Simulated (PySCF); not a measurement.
# F3GaH3P: the cost of one run

The runs use PySCF 2.14.0, with density-fitted response routines of our own; the level of theory stands in each step. All values are computed, except where a source is named. Atoms count from 0, in the outputs and in this text.

**1. The molecule as given**

8 atoms, charge 0, multiplicity 1; geometry from: GFN2-xTB. The atoms were then displaced at random by about 0.01 Å, so the start is not that level's minimum.

Bonds of the start (Å): F0–P1 1.55, P1–F2 1.65, P1–F3 1.56, P1–Ga4 2.76, Ga4–H5 1.57, Ga4–H6 1.58, Ga4–H7 1.55.

**2. Geometry optimisation at PBE0-D3(BJ)/def2-SVP**

What the job is given:

```
{"job": {"xc": "PBE0", "basis": "def2-SVP", "d3": "d3bj", "grid": 1, "shake": 0.01, "kind": "geom"}, "charge": 0, "multiplicity": 1}
F     -1.781640     1.530880    -0.010780
P     -0.954470     0.489640     0.790360
F     -0.894910    -0.505110    -0.530290
F     -2.188600    -0.289580     1.327140
Ga     1.363060    -0.348240    -0.444320
H      1.303440    -1.042290     0.963870
H      1.203660     1.223080    -0.490360
H      2.004590    -1.077510    -1.658090
```

The run is started by

```
OMP_NUM_THREADS=1 python probes_run.py task.json out
```

The driver reads the jobs from task.json and runs them one after another.

Q: Estimate the wall time and peak memory of this first job on 1 thread of AMD EPYC 7R43, shared host.

About 2.3 min, with a peak of 0.45 GiB.
